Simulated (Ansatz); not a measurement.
# Ta2N: the cost of one run

Method: DFT PBE, scalar-relativistic, plane waves, PAW, in Ansatz 0.2.0.

## 1. The structure to begin with

It takes space group P-3m1 (No. 164, trigonal). The conventional cell has a = 3.113 Å, b = 3.113 Å, c = 4.870 Å, α = 90.00°, β = 90.00°, γ = 120.00°. Around Ta (site symmetry 3m) lie 3 N at 2.18 Å. N (site symmetry -3m) is surrounded by 6 Ta at 2.18 Å.

Coordinates:

```
Ta N
1.0
     9.33859    0.00000    0.00000
    -4.66929    8.08745    0.00000
     0.00000    0.00000    9.73968
Ta N
36 18
Direct
  0.22222 0.11111 0.37264
  0.22222 0.11111 0.87264
  0.22222 0.44444 0.37264
  0.22222 0.44444 0.87264
  0.22222 0.77778 0.37264
  0.22222 0.77778 0.87264
  0.55556 0.11111 0.37264
  0.55556 0.11111 0.87264
  0.55556 0.44444 0.37264
  0.55556 0.44444 0.87264
  0.55556 0.77778 0.37264
  0.55556 0.77778 0.87264
  0.88889 0.11111 0.37264
  0.88889 0.11111 0.87264
  0.88889 0.44444 0.37264
  0.88889 0.44444 0.87264
  0.88889 0.77778 0.37264
  0.88889 0.77778 0.87264
  0.11111 0.22222 0.12736
  0.11111 0.22222 0.62736
  0.11111 0.55556 0.12736
  0.11111 0.55556 0.62736
  0.11111 0.88889 0.12736
  0.11111 0.88889 0.62736
  0.44444 0.22222 0.12736
  0.44444 0.22222 0.62736
  0.44444 0.55556 0.12736
  0.44444 0.55556 0.62736
  0.44444 0.88889 0.12736
  0.44444 0.88889 0.62736
  0.77778 0.22222 0.12736
  0.77778 0.22222 0.62736
  0.77778 0.55556 0.12736
  0.77778 0.55556 0.62736
  0.77778 0.88889 0.12736
  0.77778 0.88889 0.62736
  0.00000 0.00000 0.00000
  0.00000 0.00000 0.50000
  0.00000 0.33333 0.00000
  0.00000 0.33333 0.50000
  0.00000 0.66667 0.00000
  0.00000 0.66667 0.50000
  0.33333 0.00000 0.00000
  0.33333 0.00000 0.50000
  0.33333 0.33333 0.00000
  0.33333 0.33333 0.50000
  0.33333 0.66667 0.00000
  0.33333 0.66667 0.50000
  0.66667 0.00000 0.00000
  0.66667 0.00000 0.50000
  0.66667 0.33333 0.00000
  0.66667 0.33333 0.50000
  0.66667 0.66667 0.00000
  0.66667 0.66667 0.50000
```

The runs take a perfect supercell of 54 atoms; the defect goes to fractional position (0.083, 0.000, 0.750).

## 2. The perfect supercell

input.yaml

```yaml
crystal:
  lattice:
    - [9.338585, 0.0, 0.0]
    - [-4.669292, 8.087451, 0.0]
    - [0.0, 0.0, 9.739682]
  atoms:
    - { symbol: Ta, position: [0.222222, 0.111111, 0.372644] }
    - { symbol: Ta, position: [0.222222, 0.111111, 0.872644] }
    - { symbol: Ta, position: [0.222222, 0.444444, 0.372644] }
    - { symbol: Ta, position: [0.222222, 0.444444, 0.872644] }
    - { symbol: Ta, position: [0.222222, 0.777778, 0.372644] }
    - { symbol: Ta, position: [0.222222, 0.777778, 0.872644] }
    - { symbol: Ta, position: [0.555556, 0.111111, 0.372644] }
    - { symbol: Ta, position: [0.555556, 0.111111, 0.872644] }
    - { symbol: Ta, position: [0.555556, 0.444444, 0.372644] }
    - { symbol: Ta, position: [0.555556, 0.444444, 0.872644] }
    - { symbol: Ta, position: [0.555556, 0.777778, 0.372644] }
    - { symbol: Ta, position: [0.555556, 0.777778, 0.872644] }
    - { symbol: Ta, position: [0.888889, 0.111111, 0.372644] }
    - { symbol: Ta, position: [0.888889, 0.111111, 0.872644] }
    - { symbol: Ta, position: [0.888889, 0.444444, 0.372644] }
    - { symbol: Ta, position: [0.888889, 0.444444, 0.872644] }
    - { symbol: Ta, position: [0.888889, 0.777778, 0.372644] }
    - { symbol: Ta, position: [0.888889, 0.777778, 0.872644] }
    - { symbol: Ta, position: [0.111111, 0.222222, 0.127356] }
    - { symbol: Ta, position: [0.111111, 0.222222, 0.627356] }
    - { symbol: Ta, position: [0.111111, 0.555556, 0.127356] }
    - { symbol: Ta, position: [0.111111, 0.555556, 0.627356] }
    - { symbol: Ta, position: [0.111111, 0.888889, 0.127356] }
    - { symbol: Ta, position: [0.111111, 0.888889, 0.627356] }
    - { symbol: Ta, position: [0.444444, 0.222222, 0.127356] }
    - { symbol: Ta, position: [0.444444, 0.222222, 0.627356] }
    - { symbol: Ta, position: [0.444444, 0.555556, 0.127356] }
    - { symbol: Ta, position: [0.444444, 0.555556, 0.627356] }
    - { symbol: Ta, position: [0.444444, 0.888889, 0.127356] }
    - { symbol: Ta, position: [0.444444, 0.888889, 0.627356] }
    - { symbol: Ta, position: [0.777778, 0.222222, 0.127356] }
    - { symbol: Ta, position: [0.777778, 0.222222, 0.627356] }
    - { symbol: Ta, position: [0.777778, 0.555556, 0.127356] }
    - { symbol: Ta, position: [0.777778, 0.555556, 0.627356] }
    - { symbol: Ta, position: [0.777778, 0.888889, 0.127356] }
    - { symbol: Ta, position: [0.777778, 0.888889, 0.627356] }
    - { symbol: "N", position: [0.0, 0.0, 0.0] }
    - { symbol: "N", position: [0.0, 0.0, 0.5] }
    - { symbol: "N", position: [0.0, 0.333333, 0.0] }
    - { symbol: "N", position: [0.0, 0.333333, 0.5] }
    - { symbol: "N", position: [0.0, 0.666667, 0.0] }
    - { symbol: "N", position: [0.0, 0.666667, 0.5] }
    - { symbol: "N", position: [0.333333, 0.0, 0.0] }
    - { symbol: "N", position: [0.333333, 0.0, 0.5] }
    - { symbol: "N", position: [0.333333, 0.333333, 0.0] }
    - { symbol: "N", position: [0.333333, 0.333333, 0.5] }
    - { symbol: "N", position: [0.333333, 0.666667, 0.0] }
    - { symbol: "N", position: [0.333333, 0.666667, 0.5] }
    - { symbol: "N", position: [0.666667, 0.0, 0.0] }
    - { symbol: "N", position: [0.666667, 0.0, 0.5] }
    - { symbol: "N", position: [0.666667, 0.333333, 0.0] }
    - { symbol: "N", position: [0.666667, 0.333333, 0.5] }
    - { symbol: "N", position: [0.666667, 0.666667, 0.0] }
    - { symbol: "N", position: [0.666667, 0.666667, 0.5] }
basis:
  ecutwfc: 420
  fft_grid_basis: typed
kpoints:
  mp_grid: { grid: [3, 3, 1] }
hamiltonian:
  xc: pbe
  pseudopotentials: { kind: paw }
scf:
  occupations: { method: gaussian, width: 0.05 }
output:
  forces: true
  stress: false
  eigenvalues: true
  bader: false
  write_density: true
  volumetric_format: npy
```

Command:

```
$ ansatz run input.yaml --threads 8 --pin off --max-ram 16384MiB --backend cpu --events-out ev --progress --plain --runs-dir out
```

**Question.** How long does this run take on 8 threads of Arm Neoverse V1, shared host, and how much memory does it need?

About 8.1 s, with a peak of 3.4 GiB.
